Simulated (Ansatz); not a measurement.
# SiGeHO (doublet): from Hartree-Fock to the top rungs, cc-pVDZ

The task here is to estimate one member of a computed series from the others.

The runs use Ansatz 0.2.0, Gaussian basis; cc-pVDZ, core rule «outside noble gas», up to 20 orbitals frozen.

To be run: UHF; CCSD(T) on ROHF; CCSD(T) on UHF; BCCD(T) on ROHF; CISD; CCSDT(Q) on ROHF; CCSDT(Q) on UHF; CASSCF and MRCISD+Q, 9 electrons in 9 orbitals; CASSCF and NEVPT2, 9 electrons in 9 orbitals.

24 further runs of the same task are left out: 10 that didn't finish, 14 set aside as unsound or not needed.

### What is computed

The geometry is a PBE0/def2-TZVP stationary point (not a proven minimum) of the parent state, kept for this charge and spin. No spin-orbit coupling is included. The filled d shell of Ge may be among the frozen orbitals whatever the setting's name suggests; the logs give the count.

4 atoms, charge 0, spin multiplicity 2.

Atoms are counted from 1 here; the program's logs count them from 0.

Bond lengths: O1–Ge2 1.665 Å, Ge2–Si3 2.359 Å, Ge2–H4 1.549 Å. Angles: O1–Ge2–Si3 126.7°, O1–Ge2–H4 116.5°, Si3–Ge2–H4 116.8°.

Set-up of the first run:

Contents of in.yaml:

```yaml
crystal:
  periodic: [false, false, false]
  atoms:
    - {symbol: O, position_ang: [0.000000, -0.840051, 1.630592]}
    - {symbol: Ge, position_ang: [0.000000, 0.254500, 0.376244]}
    - {symbol: Si, position_ang: [0.000000, -0.242609, -1.929541]}
    - {symbol: H, position_ang: [0.000000, 1.753269, 0.767147]}
basis:
  gaussian: {orbitals: cc-pVDZ}
magnetization: {spin_polarized: true, initial_magnetization: 1}
hamiltonian: {xc: hf}
output: {orbitals: {seedname: orbitals}}
```

Command:

```console
$ ansatz run in.yaml --threads 1 --pin off --events-out ev --progress --plain --max-ram 2393MiB
```

Steps of the session up to this table: UHF; CCSD(T) on ROHF; CCSD(T) on UHF; BCCD(T) on ROHF; CISD; CCSDT(Q) on ROHF; CCSDT(Q) on UHF; CASSCF and MRCISD+Q, 9 electrons in 9 orbitals; CASSCF and NEVPT2, 9 electrons in 9 orbitals.

One of the session's tables, all rows but one given; the rest of the session is left out.

| method | from RCCSDT(Q) (kcal/mol) |
| --- | --- |
| ROHF | +246.91 |
| UHF | +238.41 |
| RMP2 | +26.69 |
| UMP2 | +48.51 |
| RCCSD | ? |
| UCCSD | +11.81 |
| RCCSD(T) | +1.93 |
| UCCSD(T) | +3.35 |
| BCCD(T) | +1.92 |
| RCCSDT | +0.91 |
| UCCSDT | +0.99 |
| RCCSDT(Q) | 0 |
| UCCSDT(Q) | -0.76 |

**Question.** Estimate the row for RCCSD.

**Answer.** from RCCSDT(Q) (kcal/mol): +12.22. In the column «from RCCSDT(Q) (kcal/mol)» it lies between UCCSD (+11.81) and RMP2 (+26.69).

Not comparable, so not listed: CISD; CASSCF and NEVPT2, 9 electrons in 9 orbitals (they don't share determinant, frozen orbitals or solution with the rows shown, or repeat one).

To keep in mind: The determinant is far from a pure spin state, so its energy mixes those of several spin states (harmless only where they are near-degenerate, as at dissociation). Left out of the table: CASSCF frontier, MRCISD frontier, MRCISD+Q frontier (the active space lost an orbital or holds another state than full CI finds). Warnings: spin contamination; coupled cluster took another determinant than the lowest. Restricted and unrestricted rows rest on different reference determinants; where their highest levels disagree by more than a few hundredths of an eV, they describe different states and don't form one ladder. Warnings in the runs' records: passed over end.
